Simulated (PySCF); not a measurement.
Molecule: MgSH2, in a box.

```
Mg S H
1.0
    10.00000    0.00000    0.00000
     0.00000   13.00000    0.00000
     0.00000    0.00000   12.00000
Mg S H
1 1 2
Cartesian
  5.0887 5.8857 6.2156
  4.5586 7.6630 4.8625
  5.4674 4.5649 7.2056
  5.4396 8.4771 5.4710
```

Base run:

```yaml
Program: PySCF 2.14.0
Functional: PBEsol
Dispersion: D3(BJ)
Potentials_or_basis: cc-pvdz (all-electron)
k_mesh: 1 × 1 × 1
Occupations: fixed
Spin: no spin polarisation
```

Its results: gap between the frontier levels 4.32 eV.

Task: After a change of settings the same cell gave: gap between the frontier levels 4.56 eV. Which change was it?
A. functional from PBEsol to TM; dispersion from D3(BJ) to none
B. functional from PBEsol to LC-wPBE; dispersion from D3(BJ) to D3
C. functional from PBEsol to N12; dispersion from D3(BJ) to D3

Result: A.

Caveats: this is a molecule in a periodic box at the Γ point, so its band gap is the HOMO-LUMO gap; the basis of atomic orbitals isn't converged, which shifts pressures, moduli and gaps.

Runs at the PBE level aren't shown here.
